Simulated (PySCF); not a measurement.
Molecule: BSiH5, in a box.

```xyz
7
Lattice="12.0000 0.0000 0.0000 0.0000 13.0000 0.0000 0.0000 0.0000 12.0000" Properties=species:S:1:pos:R:3 pbc="T T T"
B     5.7956    5.5249    6.4821
Si    5.9279    7.4992    6.1293
H     4.7128    5.0233    6.5679
H     6.7451    4.8114    6.6132
H     5.2228    7.8073    4.8506
H     5.2151    8.2306    7.2174
H     7.3133    8.0327    6.0383
```

Base run:

* Program: PySCF 2.14.0
* Functional: CAM-B3LYP
* Dispersion: D4
* Potentials or basis: 6-31g* (all-electron)
* k mesh: 1 × 1 × 1
* Occupations: fixed
* Spin: no spin polarisation

Its results: gap between the frontier levels 8.80 eV.

Problem. After a change of settings the same cell gave: gap between the frontier levels 3.98 eV. Which change was it?
A. functional from CAM-B3LYP to r2SCANh
B. functional from CAM-B3LYP to RPBE; dispersion from D4 to none
C. functional from CAM-B3LYP to X3LYP; dispersion from D4 to D3(BJ)

Solution. B.

Caveats: this is a molecule in a periodic box at the Γ point, so its band gap is the HOMO-LUMO gap; the basis of atomic orbitals isn't converged, which shifts pressures, moduli and gaps.

Runs at the PBE level aren't shown here.
